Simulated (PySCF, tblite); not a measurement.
**C₃H₇FSSi₂: geometry, infrared bands and NMR shifts**

What infrared bands and NMR shifts should C₃H₇FSSi₂ (`CC1=C(F)[SiH2][Si@H]1S`) show?

The runs use tblite 0.8.0 and PySCF 2.14.0, with density-fitted response routines of our own; the level of theory stands in each step. All values are computed, except where a source is named. Atoms count from 0, in the outputs and in this text.

### 1 Starting geometry

14 atoms, charge 0, multiplicity 1; geometry from: force field or distance geometry start.

Bonds of the start (Å): C0–C1 1.57, C1–C2 1.35, C2–F3 1.37, C2–Si4 1.92, Si4–Si5 2.20, Si5–S6 2.13, Si5–C1 1.91, C0–H7 1.10, C0–H8 1.09, C0–H9 1.09, Si4–H10 1.50, Si4–H11 1.49, Si5–H12 1.49, S6–H13 1.34.

### 2 Relaxing the molecule with GFN2-xTB

The job: settings as JSON, then the geometry in Å.

```
{"job": {"kind": "relax", "xc": "GFN2-xTB", "basis": "xTB"}, "charge": 0, "multiplicity": 1}
C     -0.346400     1.198700     1.687500
C     -0.334900     0.229400     0.452300
C     -1.265000    -0.018600    -0.491400
F     -2.504000     0.533700    -0.662000
Si    -0.440000    -1.351200    -1.595200
Si     1.084900    -0.945600    -0.061600
S      2.761500     0.255600    -0.610500
H     -1.354700     1.611800     1.837700
H      0.340000     2.030500     1.521500
H     -0.063600     0.673300     2.604700
H     -0.179600    -0.851700    -2.985100
H     -1.155400    -2.661600    -1.546600
H      1.387300    -1.956300     0.996700
H      2.069200     1.251500    -1.170000
```

The run is started by

```bash
> OMP_NUM_THREADS=1 python probes_run.py task.json out
```

This one command runs all jobs of the session in turn.

**Question.** This job is followed by: GFN2-xTB harmonic vibrations, gas phase; GIAO PBE0/pcSseg-1 NMR shielding, non-relativistic, gas phase. Predict these results of the whole session: strongest single infrared mode (GFN2-xTB); zero-point energy (GFN2-xTB); 13C shifts against TMS (PBE0/pcSseg-1); 1H shifts against TMS (PBE0/pcSseg-1, means over atoms taken as alike); 19F shifts against CFCl3 (PBE0/pcSseg-1); 29Si shifts against TMS (PBE0/pcSseg-1); 33S shifts against CS2 (PBE0/pcSseg-1); surface potential, 1st and 99th percentile.

As calculated:

```
                                                              quantity                             value
                             strongest single infrared mode (GFN2-xTB)             2262 cm⁻¹, 334 km/mol
                                          zero-point energy (GFN2-xTB)                     52.9 kcal/mol
                                13C shifts against TMS (PBE0/pcSseg-1)            179.4, 158.2, 15.2 ppm
1H shifts against TMS (PBE0/pcSseg-1, means over atoms taken as alike)  5.30, 4.84, 4.78, 2.04, 0.12 ppm
                              19F shifts against CFCl3 (PBE0/pcSseg-1)                         -59.7 ppm
                               29Si shifts against TMS (PBE0/pcSseg-1)                  -30.5, -49.7 ppm
                                33S shifts against CS2 (PBE0/pcSseg-1)                          -236 ppm
                                 surface potential, 1st and 99th percentile                -0.81 V and 1.32 V
```

**Reading.** The optimisation took 83 steps and gained 0.449 eV; among the close pairs (by a distance rule), Si4–Si5 changed most, from 2.200 to 2.343 Å. No mode is imaginary among the 36: a minimum at this level. The strongest single mode, at 2262 cm⁻¹, moves mainly H12. Unscaled tight-binding wavenumbers are off by several per cent, some by more. Its intensities can rank the bands wrongly. At PBE0/pcSseg-1: The largest span, 306 ppm, is at F3, where the paramagnetic term is -246 ppm. At PBE0/pcSseg-1, counted by nearest atom on the grid, the HOMO lies on S6 56 %; Si4 10 %, the LUMO on Si4, Si5 about 18 % each; H10 14 %.
